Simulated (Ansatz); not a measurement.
# Zr2AlN3: the cost of one run

Computed with Ansatz 0.2.0 (DFT PBE, scalar-relativistic, plane waves, PAW, unless a step's input says otherwise).

### 1 The structure to begin with

Symmetry: P4mm, No. 99, tetragonal system. The conventional cell has a = 4.049 Å, b = 4.049 Å, c = 5.814 Å, α = 90.00°, β = 90.00°, γ = 90.00°. Zr (site symmetry 2mm) is surrounded by 2 Al at 2.27 Å and 2 N at 2.37 Å. Al (site symmetry 4mm) has 2 N at 1.90 to 2.25 Å as nearest neighbours. Around N (site symmetry 4mm) lie 8 N at 2.87 to 3.25 Å. N (site symmetry 4mm) is surrounded by 1 N at 1.66 Å and 1 Al at 1.90 Å. N (site symmetry 4mm) has 1 N at 1.66 Å and 1 Al at 2.25 Å and 4 Zr at 2.37 Å as nearest neighbours.

As a file:

```cif
data_structure
_symmetry_space_group_name_H-M 'P4mm'
_symmetry_Int_Tables_number 99
_cell_length_a 4.0489
_cell_length_b 4.0489
_cell_length_c 5.8143
_cell_angle_alpha 90.000
_cell_angle_beta 90.000
_cell_angle_gamma 90.000
_cell_volume 95.32
loop_
_atom_site_label
_atom_site_type_symbol
_atom_site_symmetry_multiplicity
_atom_site_Wyckoff_symbol
_atom_site_fract_x
_atom_site_fract_y
_atom_site_fract_z
_atom_site_occupancy
Zr1 Zr 2 c 0.50000 0.00000 0.40330 1
Al1 Al 1 b 0.50000 0.50000 0.22704 1
N1 N 1 a 0.00000 0.00000 0.88054 1
N2 N 1 b 0.50000 0.50000 0.89978 1
N3 N 1 b 0.50000 0.50000 0.61478 1
```

Recipe of the guess: random cell by space group and Wyckoff sites (P4mm, No. 99). Its size is a rough estimate.

### 2 The guess as it stands, on a coarse mesh

File input.yaml:

```yaml
crystal:
  lattice:
    - [4.04894529, 0.0, 0.0]
    - [0.0, 4.04894529, 0.0]
    - [0.0, 0.0, 5.81430151]
  atoms:
    - { symbol: Zr, position: [0.5, 0.0, 0.40329786] }
    - { symbol: Zr, position: [0.0, 0.5, 0.40329786] }
    - { symbol: Al, position: [0.5, 0.5, 0.22704308] }
    - { symbol: "N", position: [0.0, 0.0, 0.88053631] }
    - { symbol: "N", position: [0.5, 0.5, 0.89978439] }
    - { symbol: "N", position: [0.5, 0.5, 0.61478063] }
basis:
  ecutwfc: 420
kpoints:
  mp_grid: { grid: [4, 4, 4] }
hamiltonian:
  xc: pbe
scf:
  occupations: { method: gaussian, width: 0.1 }
  lower_state_search: "off"
output:
  forces: true
  stress: true
  eigenvalues: true
```

On the command line:

```
ansatz run input.yaml --threads 1 --pin off --max-ram 2560MiB --backend cpu --events-out ev --progress --plain --runs-dir out
```

Q: Estimate wall time and peak memory on 1 thread of Intel Xeon at 2.50GHz (Skylake/Cascade Lake), shared host.

About 9.6 s, with a peak of 0.35 GiB.
